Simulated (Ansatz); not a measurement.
# C₈H₁₄Si: basis-set convergence

An exercise on one series of results from a longer session: the logs are not shown, and one member is left open.

Computed with Ansatz 0.2.0, Gaussian basis. Level: one geometry, several basis sets.

Plan: PBE0-D4/def2-SVP; ωB97M-V/def2-SVP; PBE0-D4/def2-QZVPP; ωB97M-V/def2-QZVPP; the functionals' def2-TZVPP values are taken from earlier runs.

## Structure used throughout

The geometry comes from an earlier relaxation with PBE0-D4 in a triple-zeta def2 set; it is a stationary point, not always the lowest conformer.

SMILES `C[Si](C)(C)C1C=CC=C1`, 23 atoms, charge 0, spin multiplicity 1.

Atoms are counted from 1 here; the program's logs count them from 0.

Bond lengths: C1–Si2 1.874 Å, C1–H10 1.093 Å, C1–H11 1.093 Å, C1–H12 1.094 Å, Si2–C3 1.867 Å, Si2–C4 1.874 Å, Si2–C5 1.923 Å, C3–H13 1.092 Å, C3–H14 1.094 Å, C3–H15 1.092 Å, C4–H16 1.094 Å, C4–H17 1.093 Å, C4–H18 1.093 Å, C5–C6 1.476 Å, C5–C9 1.476 Å, C5–H19 1.095 Å, C6–C7 1.353 Å, C6–H20 1.081 Å and more. Angles: Si2–C1–H10 111.4°, Si2–C1–H11 111.4°, Si2–C1–H12 110.5°, H10–C1–H11 108.0°, H10–C1–H12 107.7°, H11–C1–H12 107.6°, C1–Si2–C3 110.4°, C1–Si2–C4 109.2°, C1–Si2–C5 108.0°, C3–Si2–C4 110.4°, C3–Si2–C5 110.7°, C4–Si2–C5 108.0°, Si2–C3–H13 111.3°, Si2–C3–H14 109.9°, Si2–C3–H15 111.3°, H13–C3–H14 108.1°, H13–C3–H15 108.0°, H14–C3–H15 108.1° and more.

Coordinates:

```xyz
23
charge 0, multiplicity 1
C     0.1480   -1.3858   -2.0146
Si   -0.1420   -0.8314   -0.2479
C     1.4165   -1.0291    0.7604
C    -1.5336   -1.8435    0.4948
C    -0.6991    1.0086   -0.2861
C     0.4328    1.8108   -0.7910
C     0.9361    2.5477    0.2258
C     0.1337    2.3299    1.4066
C    -0.8591    1.4598    1.1104
H     0.9759   -0.8393   -2.4727
H    -0.7408   -1.2327   -2.6326
H     0.3943   -2.4509   -2.0466
H     1.2690   -0.6916    1.7881
H     1.7110   -2.0821    0.7870
H     2.2414   -0.4564    0.3325
H    -1.2935   -2.9099    0.4586
H    -1.7058   -1.5767    1.5403
H    -2.4700   -1.6964   -0.0501
H    -1.6050    1.0084   -0.9016
H     0.8100    1.7659   -1.8035
H     1.8023    3.1944    0.1744
H     0.3098    2.7893    2.3704
H    -1.6272    1.1038    1.7831
```

Set-up of the first run:

in.yaml reads:

```yaml
crystal:
  periodic: [false, false, false]
  atoms:
    - {symbol: C, position_ang: [0.148032, -1.385760, -2.014612]}
    - {symbol: Si, position_ang: [-0.142010, -0.831394, -0.247947]}
    - {symbol: C, position_ang: [1.416458, -1.029053, 0.760424]}
    - {symbol: C, position_ang: [-1.533580, -1.843527, 0.494783]}
    - {symbol: C, position_ang: [-0.699064, 1.008613, -0.286140]}
    - {symbol: C, position_ang: [0.432821, 1.810755, -0.791015]}
    - {symbol: C, position_ang: [0.936053, 2.547747, 0.225846]}
    - {symbol: C, position_ang: [0.133691, 2.329894, 1.406563]}
    - {symbol: C, position_ang: [-0.859054, 1.459805, 1.110381]}
    - {symbol: H, position_ang: [0.975923, -0.839255, -2.472652]}
    - {symbol: H, position_ang: [-0.740823, -1.232741, -2.632612]}
    - {symbol: H, position_ang: [0.394283, -2.450898, -2.046645]}
    - {symbol: H, position_ang: [1.268999, -0.691632, 1.788079]}
    - {symbol: H, position_ang: [1.710964, -2.082133, 0.786950]}
    - {symbol: H, position_ang: [2.241383, -0.456382, 0.332525]}
    - {symbol: H, position_ang: [-1.293463, -2.909933, 0.458607]}
    - {symbol: H, position_ang: [-1.705817, -1.576749, 1.540253]}
    - {symbol: H, position_ang: [-2.469960, -1.696390, -0.050146]}
    - {symbol: H, position_ang: [-1.604971, 1.008407, -0.901600]}
    - {symbol: H, position_ang: [0.810043, 1.765936, -1.803499]}
    - {symbol: H, position_ang: [1.802275, 3.194415, 0.174381]}
    - {symbol: H, position_ang: [0.309845, 2.789332, 2.370448]}
    - {symbol: H, position_ang: [-1.627228, 1.103844, 1.783130]}
basis:
  gaussian: {orbitals: def2-SVP}
hamiltonian: {xc: pbe0, dispersion: d4}
output: {orbitals: {seedname: orbitals}}
```

Started as:

```bash
> ansatz run in.yaml --threads 4 --pin off --events-out ev --progress --plain --max-ram 46080MiB --backend cpu
```

Among the steps run: PBE0-D4 in def2-SVP; ωB97M-V in def2-SVP; PBE0-D4 in def2-QZVPP; ωB97M-V in def2-QZVPP.

One table of the session follows, with a row left open; its other results are not shown here.

It belongs to the step «Density functionals: the series». 

```
functional       basis  HOMO (eV)  LUMO (eV)
   PBE0-D4    def2-SVP      -6.15      -0.12
   PBE0-D4  def2-TZVPP          ?          ?
   PBE0-D4  def2-QZVPP      -6.21      -0.31
   ωB97M-V    def2-SVP      -8.34       1.94
   ωB97M-V  def2-TZVPP      -8.37       1.71
   ωB97M-V  def2-QZVPP      -8.38       1.48
```

Estimate the missing values for PBE0-D4, def2-TZVPP.

As computed: HOMO (eV): -6.20; LUMO (eV): -0.26. In the column «HOMO (eV)» it lies between PBE0-D4, def2-QZVPP (-6.21) and PBE0-D4, def2-SVP (-6.15).
